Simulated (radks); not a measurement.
# Gd⁺ in [Xe] 4f7 5d1 6s1: an all-electron calculation

Wanted: eigenvalues, radial structure and energy terms of the gadolinium ion Gd+.

Method: scalar-relativistic Kohn-Sham, PBEsol, spin-polarised, spherical densities, point nucleus; open shells are filled with parallel spins first. Code: radks (a radial shooting solver on a logarithmic mesh, Libxc functionals) version 1.

## (1) The system

```
element       : gadolinium (Z = 64)
charge        : +1
electrons     : 63
configuration : [Xe] 4f7 5d1 6s1
```

The outer shells:

Gd⁺
```
[Xe] core
4f [↑ ][↑ ][↑ ][↑ ][↑ ][↑ ][↑ ]
5d [↑ ][  ][  ][  ][  ]
6s [↑ ]
```

## (2) The run

Settings of this run:

```text
Z 64
configuration [Xe] 4f7 5d1 6s1 6p0 7s0 5f0 6d0
relativity scalar-relativistic
functional pbe_sol,pbe_sol
spin polarised
nucleus point
c 137.035999084
```

Q: Predict the outcome of this run.

The runs gave:

```
                        quantity                   value
                    total energy     -11267.4139 hartree
exchange-correlation share of it                  2.17 %
                            −T/E                  1.0738
          highest occupied level        5d up, -9.074 eV
    most extended occupied level  6s up, <r> = 3.57 bohr
 radius at density 0.001 e/bohr³               4.55 bohr
    maxima of the radial density                       4
         ionisation energy, NIST    12.08 (semi-emp.) eV
```

**Reading.** The radial density shows 4 maxima for 6 occupied principal shells; where shells overlap, one shows as a shoulder or not at all. −T/E is 1.074: with relativity the kinetic term as defined here no longer equals −E. Minus the highest eigenvalue, 9.074 eV, is 75 % of the tabulated ionisation energy (12.08 eV); the potential of a semilocal functional falls off too fast, so its top eigenvalue is too shallow. Open shells are spherical and high-spin; term and fine-structure splittings are not resolved. Spin-orbit splitting is averaged out at the scalar-relativistic level.
